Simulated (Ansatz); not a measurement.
# TaGe: from the start to rest, part 1 of 2

The start is TaGe, a structure type of another compound, with these elements put in. Where does it settle when we relax cell and atoms, and what is it like there?

All numbers below are computed with Ansatz 0.2.0 (DFT, r2SCAN, spin-orbit coupling, plane waves, PAW).

## 1. The cell

It takes space group I4_1/amd (No. 141, tetragonal). The conventional cell has a = 3.375 Å, b = 3.375 Å, c = 11.544 Å, α = 90.00°, β = 90.00°, γ = 90.00°. Ta (site symmetry -4m2) has 4 Ge at 2.39 Å as nearest neighbours. Ge (site symmetry -4m2) has 4 Ta at 2.39 Å as nearest neighbours.

Coordinates:

```
Ta Ge
1.0
     0.00000    3.37506    0.00000
     3.37506    0.00000    0.00000
     1.68753    1.68753   -5.77207
Ta Ge
2 2
Direct
  0.00000 0.00000 0.00000
  0.75000 0.25000 0.50000
  0.50000 0.50000 0.00000
  0.25000 0.75000 0.50000
```

The first density is read from a saved solution for the starting cell.

## 2. The relaxation

Contents of input.yaml:

```yaml
crystal:
  lattice:
    - [0.0, 3.375065, 0.0]
    - [3.375065, 0.0, 0.0]
    - [1.687532, 1.687532, -5.77207]
  atoms:
    - { symbol: Ta, position: [0.0, 0.0, 0.0] }
    - { symbol: Ta, position: [0.75, 0.25, 0.5] }
    - { symbol: Ge, position: [0.5, 0.5, 0.0] }
    - { symbol: Ge, position: [0.25, 0.75, 0.5] }
  symmetry: { tolerance: 0.0003 }
kpoints:
  mp_grid: { grid: [6, 6, 6], shift: [0, 0, 0] }
magnetization:
  noncollinear: true
  spin_orbit: true
scf:
  occupations: { method: fermi_dirac, width: 0.0693 }
  lower_state_search: "off"
hamiltonian:
  pseudopotentials: { kind: paw_fr }
  xc: r2scan
basis:
  ecutwfc: 500
  fft_grid_basis: typed
relax:
  max_steps: 80
  cell: { p_target: 0.0 }
  f_tol: 0.03
output:
  forces: true
  stress: true
  eigenvalues: true
  bader: true
  populations: true
  elf: true
  write_potential: true
  volumetric_format: npy
  dos:
    e_range: [-12, 8]
    de: 0.05
    projected: { site_lists: { Ge: [Ge], Ta: [Ta] } }
    method: { smearing: { sigma: 0.1, scheme: gaussian } }
checkpoint:
  read: saved_state
```

The run is started by

```console
> ansatz run input.yaml --threads 2 --pin off --max-ram 3584MiB --backend cpu --events-out ev --progress --plain --runs-dir out
```

The log of the run, cut to the lines that bear on the results:

```text
Warning: RAYON_NUM_THREADS=2 ignored (pool sized by the plan → 2); use --threads N
[...]
Pseudopotentials: kind: paw_fr
Pseudopotential: Ta, paw_fr, valence charge 13, recommended cutoff 500 eV (meta_gga), Ta.paw.azcp#standard-fr
Pseudopotential: Ge, paw_fr, valence charge 14, recommended cutoff 500 eV (meta_gga), Ge.paw.azcp#standard-fr
Functional definition: r2SCAN
[...]
non-collinear run that drives no moment, with spin-orbit: no starting moment large enough to seed its density (crystal.atoms[].spin), no starting occupations that ask for one, no magnetisation constraint and no magnetic field, so the semilocal B_xc is pinned to zero
Crystal: 4 atoms, lattice volume = 65.750 Å³
Basis set: ecut = 500 eV, 1689 PW (Γ), exchange–correlation on 100×100×192 points (64 copies of the dense FFT grid, shifted against one another)
Bands: 66, of which v1, the nominal top of the filled ones, is band 54 counted from 1 (53 counted from 0)
Symmetry: 16 space group operations + 16 with time reversal
Magnetic group: BNS 141.552 (UNI 1212), of the structure as read, at distance tolerance 1.2e-3 Å
k-points: 30 of 216
Projection manifold: j_resolved (fully-relativistic pseudo-atomic orbitals)
[...]
SCF iter   1: F=-28438.789063 eV  HF=-28438.783338 eV  |F-HF|=5.73e-3  |Δ(HF+E_count)|=         —  Δρ=3.22e-3  dr2=2.30e-3  dr2_τ=8.02e-4  dr2_m=0.00e0 (ungated)  ethr=4.40e-6  |M|=0.00e0 ∫|m|=0.00e0 μB  |m|>n=0.0e0 m-floor=0.0e0 τ_xc=0.0e0  β_m=0.30  ⟨swp⟩=2.2  Hψ=6376  notcnv=0
[...]
spin=Noncollinear: Kerker preconditioning applied to the charge; magnetization (m_x, m_y, m_z) channels mix plain (no charge-response kernel on spin).
[...]
relax step   1: F+E_penalty+E_count = -28438.79061579 eV  Δ(F+E_penalty+E_count) = +0.000e0 eV  max|allowed force component| = 2.255e-16 eV/Å  Δτ_max = 0.0000 Å  P = +31.018 GPa  Ω = 65.750 Å³  (6 SCF iters, dr2 threshold 1.00e-7 eV, accepted)
[...]
relax step   3: F+E_penalty+E_count = -28440.22426693 eV  Δ(F+E_penalty+E_count) = -2.552e-1 eV  max|allowed force component| = 8.327e-17 eV/Å  Δτ_max = 0.0000 Å  P = +3.131 GPa  Ω = 70.209 Å³  energy of the carried Pulay correction = -1.483e-3 eV  (8 SCF iters, dr2 threshold 4.00e-7 eV, accepted)
[...]
relax step   4: F+E_penalty+E_count = -28440.46625895 eV  Δ(F+E_penalty+E_count) = -2.420e-1 eV  max|allowed force component| = 8.413e-17 eV/Å  Δτ_max = 0.0000 Å  P = +1.356 GPa  Ω = 68.852 Å³  energy of the carried Pulay correction = -7.895e-4 eV  (9 SCF iters, dr2 threshold 4.00e-7 eV, accepted)
```

## 3. More of the same log

Output, continued:

```text
[... 16 lines left out ...]
relax step   5: F+E_penalty+E_count = -28440.76577950 eV  Δ(F+E_penalty+E_count) = -2.995e-1 eV  max|allowed force component| = 3.123e-17 eV/Å  Δτ_max = 0.0000 Å  P = -0.450 GPa  Ω = 67.711 Å³  energy of the carried Pulay correction = -1.693e-4 eV  (9 SCF iters, dr2 threshold 4.00e-7 eV, accepted)
[... 16 lines left out ...]
relax step   6: F+E_penalty+E_count = -28440.98245054 eV  Δ(F+E_penalty+E_count) = -2.167e-1 eV  max|allowed force component| = 1.388e-16 eV/Å  Δτ_max = 0.0000 Å  P = +1.877 GPa  Ω = 65.701 Å³  energy of the carried Pulay correction = +7.973e-4 eV  (9 SCF iters, dr2 threshold 4.00e-7 eV, accepted)
[... 16 lines left out ...]
relax step   7: F+E_penalty+E_count = -28441.01955348 eV  Δ(F+E_penalty+E_count) = -3.710e-2 eV  max|allowed force component| = 3.192e-16 eV/Å  Δτ_max = 0.0000 Å  P = +4.157 GPa  Ω = 64.459 Å³  energy of the carried Pulay correction = +1.482e-3 eV  (9 SCF iters, dr2 threshold 4.00e-7 eV, accepted)
[... 14 lines left out ...]
relax step   8: F+E_penalty+E_count = -28441.05273002 eV  Δ(F+E_penalty+E_count) = -3.318e-2 eV  max|allowed force component| = 9.021e-17 eV/Å  Δτ_max = 0.0000 Å  P = +0.106 GPa  Ω = 65.951 Å³  energy of the carried Pulay correction = +8.175e-4 eV  (7 SCF iters, dr2 threshold 4.00e-7 eV, accepted)
[... 10 lines left out ...]
relax step   9: F+E_penalty+E_count = -28441.05272613 eV  Δ(F+E_penalty+E_count) = +3.893e-6 eV  max|allowed force component| = 3.556e-17 eV/Å  Δτ_max = 0.0000 Å  P = -0.012 GPa  Ω = 65.997 Å³  energy of the carried Pulay correction = +7.982e-4 eV  (4 SCF iters, dr2 threshold 4.71e-8 eV, accepted)
Basis set: ecut = 500 eV, 1661 PW (Γ), exchange–correlation on 120×120×160 points (64 copies of the dense FFT grid, shifted against one another)
Projection manifold: j_resolved (fully-relativistic pseudo-atomic orbitals)
Initial wavefunctions: pseudopotential atomic-orbital guess (no wavefunctions were taken with the density)
iter 1 solved again at ethr=1.16e-7 eV; its pass at ethr=3.10e-3 eV (dr2=6.28e-5 eV) is discarded
SCF iter   1: F=-28441.057163 eV  HF=-28441.051233 eV  |F-HF|=5.93e-3  |Δ(HF+E_count)|=         —  Δρ=1.62e-3  dr2=5.63e-5  dr2_τ=5.98e-5  dr2_m=0.00e0 (ungated)  ethr=1.16e-7  |M|=0.00e0 ∫|m|=0.00e0 μB  |m|>n=0.0e0 m-floor=0.0e0 τ_xc=0.0e0  β_m=0.30  ⟨swp⟩=3.1  Hψ=7180  notcnv=0
preconditioner: auto → Kerker (q_TF=auto, 2.639 Å⁻¹)  [metal: Δε(μ)=0.096 eV  Ē_g=17.915 eV  σ=0.069 eV  W_gap=0.33  n_scr=14 (ndim 8)  ℏωp=28.2 eV  f_vac=0.000  D(μ)=2.88/eV (n_scr^D=30)]
spin=Noncollinear: Kerker preconditioning applied to the charge; magnetization (m_x, m_y, m_z) channels mix plain (no charge-response kernel on spin).
SCF iter   2: F=-28441.057176 eV  HF=-28441.054189 eV  |F-HF|=2.99e-3  |Δ(HF+E_count)|=   2.96e-3  Δρ=1.14e-3  dr2=2.85e-5  dr2_τ=3.52e-5  dr2_m=0.00e0 (ungated)  ethr=1.04e-7  |M|=0.00e0 ∫|m|=0.00e0 μB  |m|>n=0.0e0 m-floor=0.0e0 τ_xc=0.0e0  β_m=0.62  ⟨swp⟩=2.0  Hψ=1373  notcnv=0
SCF iter   3: F=-28441.057181 eV  HF=-28441.057171 eV  |F-HF|=1.02e-5  |Δ(HF+E_count)|=   2.98e-3  Δρ=7.71e-5  dr2=3.45e-7  dr2_τ=1.75e-7  dr2_m=0.00e0 (ungated)  ethr=5.28e-8  |M|=0.00e0 ∫|m|=0.00e0 μB  |m|>n=0.0e0 m-floor=0.0e0 τ_xc=0.0e0  β_m=0.60  ⟨swp⟩=2.0  Hψ=1805  notcnv=0
SCF iter   4: F=-28441.057268 eV  HF=-28441.057268 eV  |F-HF|=4.14e-7  |Δ(HF+E_count)|=   9.71e-5  Δρ=2.18e-5  dr2=1.10e-7  dr2_τ=9.14e-9  dr2_m=0.00e0 (ungated)  ethr=6.39e-10  |M|=0.00e0 ∫|m|=0.00e0 μB  |m|>n=0.0e0 m-floor=0.0e0 τ_xc=0.0e0  β_m=0.80  ⟨swp⟩=2.0  Hψ=1792  notcnv=0
SCF iter   5: F=-28441.057268 eV  HF=-28441.057268 eV  |F-HF|=8.11e-9  |Δ(HF+E_count)|=   4.38e-7  Δρ=4.08e-6  dr2=8.78e-9  dr2_τ=6.33e-10  dr2_m=0.00e0 (ungated)  ethr=2.03e-10  |M|=0.00e0 ∫|m|=0.00e0 μB  |m|>n=0.0e0 m-floor=0.0e0 τ_xc=0.0e0  β_m=0.83  ⟨swp⟩=2.0  Hψ=1749  notcnv=0
SCF iter   6: F=-28441.057268 eV  HF=-28441.057268 eV  |F-HF|=3.15e-9  |Δ(HF+E_count)|=   7.42e-9  Δρ=1.85e-6  dr2=1.64e-9  dr2_τ=4.75e-11  dr2_m=0.00e0 (ungated)  ethr=1.63e-11  |M|=0.00e0 ∫|m|=0.00e0 μB  |m|>n=0.0e0 m-floor=0.0e0 τ_xc=0.0e0  β_m=0.91  ⟨swp⟩=2.0  Hψ=1559  notcnv=0
SCF iter   7: F=-28441.057268 eV  HF=-28441.057268 eV  |F-HF|=1.09e-10  |Δ(HF+E_count)|=   3.50e-9  Δρ=4.30e-7  dr2=1.09e-10  dr2_τ=1.69e-12  dr2_m=0.00e0 (ungated)  ethr=3.04e-12  |M|=0.00e0 ∫|m|=0.00e0 μB  |m|>n=0.0e0 m-floor=0.0e0 τ_xc=0.0e0  β_m=0.96  ⟨swp⟩=2.0  Hψ=1267  notcnv=0
SCF iter   8: F=-28441.057268 eV  HF=-28441.057268 eV  |F-HF|=1.46e-11  |Δ(HF+E_count)|=  1.24e-10  Δρ=1.34e-7  dr2=7.14e-12  dr2_τ=2.41e-13  dr2_m=0.00e0 (ungated)  ethr=1.00e-12  |M|=0.00e0 ∫|m|=0.00e0 μB  |m|>n=0.0e0 m-floor=0.0e0 τ_xc=0.0e0  ⟨swp⟩=6.0  Hψ=4027  notcnv=0
SCF 10 converged in 8 iterations: F = -28441.057268 eV  dr2 = 7.14e-12
relax step  10: F+E_penalty+E_count = -28441.05726803 eV  Δ(F+E_penalty+E_count) = -4.542e-3 eV  max|allowed force component| = 4.077e-17 eV/Å  Δτ_max = 0.0000 Å  P = +0.015 GPa  Ω = 65.997 Å³  stress off target by 4.75e-2 GPa  SCF on the basis re-selected at this cell (its energy is not comparable with the rows above)  (8 SCF iters)
basis re-selected at this cell: Δ(F+E_penalty+E_count) = -4.542e-3 eV, ΔP = +0.027 GPa vs the last step (what re-selecting the basis moved, of the pressure what is left beyond the Pulay correction that the steps carried, after the strain that the cell walked since its last selection, with what the two solves' SCF thresholds leave and, on support functions, any second-order correction that the steps lacked; it is no measure of the basis error at this ecutwfc). The dense FFT grid was sized anew with the basis: this SCF ran on 30×30×40 points, the steps before it on 25×25×48, so part of this shift can come from that change (see relax.cell in the input reference). This SCF's stress stands 4.75e-2 GPa from its target on what of the cell is left free (relax.cell.stress_tol is 5.00e-2 GPa) and its largest allowed force component is 4.08e-17 eV/Å (relax.f_tol is 3.00e-2 eV/Å): within both
SCF converged after 8 iterations
Magnetization: |M| = 0.0000 μB,  M = (+0.0000, +0.0000, +0.0000) μB
Absolute magnetization: 0.0000 μB (∫|m|)
  site 0: m = (+0.0000, +0.0000, +0.0000) μB, |m| = 0.0000 μB  (R = 1.13 Å)
  site 1: m = (+0.0000, +0.0000, +0.0000) μB, |m| = 0.0000 μB  (R = 1.13 Å)
  site 2: m = (+0.0000, +0.0000, +0.0000) μB, |m| = 0.0000 μB  (R = 1.13 Å)
  site 3: m = (+0.0000, +0.0000, +0.0000) μB, |m| = 0.0000 μB  (R = 1.13 Å)
Free energy (F): -28441.057268 eV
Harris-Foulkes:  -28441.057268 eV  (|F-HF|=1.46e-11)
Internal energy: -28441.011886 eV  (E = F + TS)
E sigma→0 (E₀):  -28441.034577 eV
Entropy (-TS):   -0.045382 eV (-11.345 meV/atom)
Fermi energy:    17.531736 eV
--- Per-component energies (eV) ---
  E_band       = -368.687928
  E_kinetic    = 960.775702
  E_local      = -5056.303087  (includes V_loc(G=0)·N_el)
  E_nonlocal   = 864.855481
  E_hartree    = 2154.181353
  E_xc         = -548.718410
  E_vxc        = -583.115970  (∫ρ·V_xc dr)
  E_paw        = -20856.392728  (= ΣΔE_a)
  E_vpaw       = -893.562613  (= ΣTr[D̂ρ^β])
  E_aug_tail   = 0.000187  (compensation charges beyond the density's cutoff)
  E_vtau       = 30.299656  (kinetic-family band-sum trace: ∫τ·v_τ [+ j·A + Jᵃ·Aᵃ] dr)
  E_ewald      = -5955.703939
  E_core_change = -3.706445  (= ΣΔE_core)
  E_smearing   = -0.045382  (= −TS)
  E_closure    = 0.000000  (closes the sum)
  Σ components = -28441.057268   (vs F -28441.057268, Δ=0.00e0)
--- Forces (eV/Å), atoms counted from 1 ---
  atom   1  Ta     0.00000000     0.00000000    -0.00000000
  atom   2  Ta    -0.00000000    -0.00000000     0.00000000
  atom   3  Ge    -0.00000000     0.00000000    -0.00000000
  atom   4  Ge     0.00000000    -0.00000000    -0.00000000
  max |Σ_I F_I| component: 2.78e-17 eV/Å
--- Stress (GPa, compression-positive) ---
        0.046307       0.000000      -0.000000
        0.000000       0.046307      -0.000000
       -0.000000      -0.000000      -0.047483
  P = ⅓ Tr σ = 0.0150 GPa (0.150 kbar)
--- Band table (eV; the first three rows and the last of 30) ---
  k-point 0: bands = ["-52.3719", "-52.3719", "-52.2903", "-52.2903", "-24.7059", "-24.7059", "-24.4889", "-24.4889", "-16.2501", "-16.2501", "-16.1060", "-16.1060", "-15.9068", "-15.9068", "-15.6181", "-15.6181", "-8.4532", "-8.4532", "-8.4346", "-8.4346", "-8.4006", "-8.4006", "-8.3959", "-8.3959", "-7.8656", "-7.8656", "-7.8617", "-7.8617", "-7.8612", "-7.8612", "-7.8242", "-7.8242", "-7.8007", "-7.8007", "-7.8005", "-7.8005", "3.8759", "3.8759", "9.5093", "9.5093", "12.5591", "12.5591", "14.6702", "14.6702", "14.7664", "14.7664", "14.8545", "14.8545", "15.4728", "15.4728", "15.7778", "15.7778", "15.8254", "15.8254", "16.6304", "16.6304", "17.9740", "17.9740", "19.2134", "19.2134", "19.4586", "19.4586", "19.9879", "19.9879", "20.0916", "20.0916"]
  k-point 1: bands = ["-52.3665", "-52.3665", "-52.2958", "-52.2958", "-24.6915", "-24.6915", "-24.5036", "-24.5036", "-16.2208", "-16.2208", "-16.0991", "-16.0991", "-15.9083", "-15.9083", "-15.6554", "-15.6554", "-8.4531", "-8.4531", "-8.4370", "-8.4370", "-8.4009", "-8.4009", "-8.3968", "-8.3968", "-7.8732", "-7.8732", "-7.8707", "-7.8707", "-7.8475", "-7.8475", "-7.8194", "-7.8194", "-7.8019", "-7.8019", "-7.7999", "-7.7999", "4.1291", "4.1291", "8.6755", "8.6755", "13.6340", "13.6340", "14.2910", "14.2910", "14.8421", "14.8421", "15.0192", "15.0192", "15.2598", "15.2598", "15.2649", "15.2649", "15.5145", "15.5145", "16.7653", "16.7653", "18.8818", "18.8818", "19.2138", "19.2138", "19.4029", "19.4029", "20.4424", "20.4424", "20.5738", "20.5738"]
  k-point 2: bands = ["-52.3516", "-52.3516", "-52.3108", "-52.3108", "-24.6520", "-24.6520", "-24.5436", "-24.5436", "-16.1491", "-16.1491", "-16.0855", "-16.0855", "-15.9033", "-15.9033", "-15.7509", "-15.7509", "-8.4520", "-8.4520", "-8.4427", "-8.4427", "-8.4011", "-8.4011", "-8.3987", "-8.3987", "-7.8809", "-7.8809", "-7.8790", "-7.8790", "-7.8335", "-7.8335", "-7.8151", "-7.8151", "-7.8029", "-7.8029", "-7.7990", "-7.7990", "4.8546", "4.8546", "7.2880", "7.2880", "13.7065", "13.7065", "14.1342", "14.1342", "14.9413", "14.9413", "15.0540", "15.0540", "15.3034", "15.3034", "15.4064", "15.4064", "15.9428", "15.9428", "17.1787", "17.1787", "18.5764", "18.5764", "19.9543", "19.9543", "19.9772", "19.9772", "20.3214", "20.3214", "20.3986", "20.3986"]
  k-point 29: bands = ["-52.3294", "-52.3294", "-52.3294", "-52.3294", "-24.6132", "-24.6132", "-24.6109", "-24.6109", "-16.2616", "-16.2616", "-16.0939", "-16.0939", "-15.9150", "-15.9150", "-15.7462", "-15.7462", "-8.4461", "-8.4461", "-8.4430", "-8.4430", "-8.3942", "-8.3942", "-8.3915", "-8.3915", "-7.8752", "-7.8752", "-7.8633", "-7.8633", "-7.8401", "-7.8401", "-7.8349", "-7.8349", "-7.7933", "-7.7933", "-7.7859", "-7.7859", "7.2905", "7.2905", "7.3422", "7.3422", "12.0883", "12.0883", "12.4318", "12.4318", "13.5612", "13.5612", "13.7127", "13.7127", "14.9382", "14.9382", "15.1342", "15.1342", "17.8454", "17.8454", "18.1134", "18.1134", "18.9181", "18.9181", "18.9321", "18.9321", "19.7004", "19.7004", "19.9971", "19.9971", "21.4850", "21.4850"]
--- Relaxed structure (9 steps of the walk, 9 accepted, 1 SCFs on fresh bases) ---
  F+E_penalty+E_count = -28441.05726803 eV   max|allowed force component| = 4.077e-17 eV/Å   (the final SCF, on the basis selected at the relaxed cell)
  cell:  # Å, volume = 65.9970 Å³
    - [-3.641869133969989e-15, 3.8611564655362725, -1.672344784967961e-7]
    - [3.8611564655362725, -3.641869136975402e-15, -1.6723447856618582e-7]
    - [1.9305780410346216, 1.9305780410346214, -4.4267972059683345]
  atoms:
    - { symbol: Ta, position: [1.5841447843140386e-33, 2.7334391767531233e-33, -2.1732452498067707e-33] }
    - { symbol: Ta, position: [0.7500000000000001, 0.25000000000000006, 0.5000000000000001] }
    - { symbol: Ge, position: [0.5000000000000002, 0.5000000000000002, 0.0] }
    - { symbol: Ge, position: [0.2500000000000001, 0.75, 0.5000000000000001] }
--- Löwdin populations: 4 sites ---
  site symbol       q [e]
     0     Ta     12.6940
     1     Ta     12.6940
     2     Ge     14.1975
     3     Ge     14.1975
  spilling = 0.004020 (of n_electrons = 54.000000)
--- Bader charges: 4 sites ---
  site symbol  charge [e]  shift [e]  m_x [muB]  m_y [muB]  m_z [muB]
     0     Ta      0.7127     0.0004     0.0000     0.0000     0.0000
     1     Ta      0.7127     0.0004     0.0000     0.0000     0.0000
     2     Ge     -0.7127     0.0004     0.0000     0.0000     0.0000
     3     Ge     -0.7127     0.0004     0.0000     0.0000     0.0000
  estimated error of the sums over rays = 8.4e-4 e
```

Wall time 6.4 min (2 threads of Intel Xeon Platinum 8375C at 2.90GHz (Ice Lake), shared host); peak memory 0.98 GiB.

Step by step:

```
step  energy from step 1 (eV/cell)  largest force component (eV/Å)  pressure (GPa)  volume (Å³)
   1                        0.0000                          0.0000           31.02        65.75
   2                       -1.1785                          0.0000            5.15        71.64
   3                       -1.4337                          0.0000            3.13        70.21
   4                       -1.6756                          0.0000            1.36        68.85
   5                       -1.9752                          0.0000           -0.45        67.71
   6                       -2.1918                          0.0000            1.88        65.70
   7                       -2.2289                          0.0000            4.16        64.46
   8                       -2.2621                          0.0000            0.11        65.95
   9                       -2.2621                          0.0000           -0.01        66.00
  10                       -2.2667                          0.0000            0.02        66.00
```

Step 1 is the start. Step 10 repeats the geometry before on a plane-wave basis chosen anew for that cell, so the energy can jump there without any move; the table keeps such jumps.

| input's cell | before | after | change |
| --- | --- | --- | --- |
| a (Å) | 3.375 | 3.861 | +14.4 % |
| b (Å) | 3.375 | 3.861 | +14.4 % |
| c (Å) | 6.246 | 5.201 | -16.7 % |
| α (°) | 74.33 | 68.21 | -6.11° |
| β (°) | 74.33 | 68.21 | -6.11° |
| volume (Å³/atom) | 16.44 | 16.50 | +0.4 % |

## 4. Total and projected density of states

Counts of states in windows (eV from the Fermi level; Gaussian smearing of 0.1 eV), total and projected:

```
from    to  total  Ge s  Ge p  Ta s  Ta d
-8.0  -7.0   0.27  0.06  0.10  0.04  0.06
-7.0  -6.0   1.06  0.05  0.58  0.18  0.24
-6.0  -5.0   1.65  0.09  0.88  0.15  0.50
-5.0  -4.0   1.84  0.08  0.88  0.08  0.76
-4.0  -3.0   3.04  0.10  1.08  0.12  1.66
-3.0  -2.0   2.35  0.05  0.79  0.06  1.38
-2.0  -1.0   1.42  0.03  0.27  0.03  1.05
-1.0   0.0   2.40  0.07  0.27  0.11  1.88
 0.0   1.0   2.75  0.18  0.48  0.11  1.90
 1.0   2.0   3.05  0.23  0.50  0.11  2.09
```

The bands computed are complete only to about 2.6 eV above the Fermi level.

## 5. How the electrons are shared

Gathered by element (positive charge: electrons given up): Löwdin charges also hold the electrons that the projection spills.

```
element  atoms  Bader charge (e)  Bader volume (Å³)  Löwdin charge (e)
     Ta      2             +0.71               15.7              +0.30
     Ge      2             -0.71               17.3              -0.20
```

Löwdin charges rest on a small set of atomic orbitals that misses 0.4 % of the electrons, so they need not add up to the cell's charge and can differ from Bader's even in sign.

## 6. Real-space fields

Maps in the plane spanned by a and b at height 0.000 along c (axes of the input's cell), one cell: a runs left to right (12 points from zero), b bottom to top (12 points), 90° apart. Near the nuclei they are pseudo-fields.

Valence density. Values in e/Å³, 12 rows by 12 columns:
```
 4.41  4.39  2.31  0.51  0.22  0.18  0.18  0.18  0.22  0.51  2.31  4.39
 2.99  2.31  0.94  0.35  0.27  0.26  0.26  0.26  0.27  0.35  0.94  2.31
 0.65  0.51  0.35  0.32  0.36  0.43  0.46  0.43  0.36  0.32  0.35  0.51
 0.21  0.22  0.27  0.36  0.56  1.09  1.62  1.09  0.56  0.36  0.27  0.22
 0.17  0.18  0.26  0.43  1.09  6.49 17.70  6.49  1.09  0.43  0.26  0.18
 0.16  0.18  0.26  0.46  1.62 17.70 57.10 17.70  1.62  0.46  0.26  0.18
 0.17  0.18  0.26  0.43  1.09  6.49 17.70  6.49  1.09  0.43  0.26  0.18
 0.21  0.22  0.27  0.36  0.56  1.09  1.62  1.09  0.56  0.36  0.27  0.22
 0.65  0.51  0.35  0.32  0.36  0.43  0.46  0.43  0.36  0.32  0.35  0.51
 2.99  2.31  0.94  0.35  0.27  0.26  0.26  0.26  0.27  0.35  0.94  2.31
 4.41  4.39  2.31  0.51  0.22  0.18  0.18  0.18  0.22  0.51  2.31  4.39
 3.03  4.41  2.99  0.65  0.21  0.17  0.16  0.17  0.21  0.65  2.99  4.41
```

ELF less spin currents. Ten even steps from '0' (0.02) to '9' (0.79):
```
488214441288
884146664148
221465556412
114654345641
346540004564
346530903564
346540004564
114654345641
221465556412
884146664148
488214441288
048213331284
```

Atoms within 0.2 Å of the plane, in fractions of a and b: Ta at (0.00, 0.00), Ge at (0.50, 0.50).

Along short contacts, where the density is least:

```
contact  length (Å)  minimum at (fraction)  density (e/Å³)  ELF less spin currents
Ge3–Ge4       2.937                   0.50           0.221                    0.33
```

(Continued in part 2 of 2.)
